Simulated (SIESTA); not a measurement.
Ta3Cu:

```
CELL_PARAMETERS angstrom
-2.00651 2.00651 4.20817
2.00651 -2.00651 4.20817
2.00651 2.00651 -4.20817
ATOMIC_POSITIONS crystal
Ta 0.50000 0.50000 0.00000
Ta 0.25000 0.75000 0.50000
Ta 0.75000 0.25000 0.50000
Cu 0.00000 0.00000 0.00000
```

The cell comes from a database or a generator and needn't be the stable form of this composition.

Base run:

| Item | Value |
| --- | --- |
| Program | SIESTA 5.4.2 |
| Functional | PBEsol |
| Potentials or basis | PseudoDojo 0.4 standard (PBEsol files) |
| Basis | DZP (energy shift 0.003 Ry; two zetas on semicore shells) |
| Grid cutoff | 800 Ry |
| Energy shift | 0.003 Ry |
| k mesh | 9 × 9 × 9 |
| Occupations | fermi-dirac, width 0.05 eV |
| Spin | no spin polarisation |

Its results: band gap on the k mesh none (metal or under the smearing width); pressure -5.7 GPa.

Task: The run is repeated on the same cell with these changes: functional from PBEsol to PBE; potentials or basis from PseudoDojo 0.4 standard (PBEsol files) to PseudoDojo 0.4 standard (PBE files). What comes out?

Result: Band gap on the k mesh none (metal or under the smearing width); pressure 1.3 GPa.

Caveats: short orbitals over semicore shells can move pressures by several GPa; the basis of atomic orbitals isn't converged, which shifts pressures, moduli and gaps.
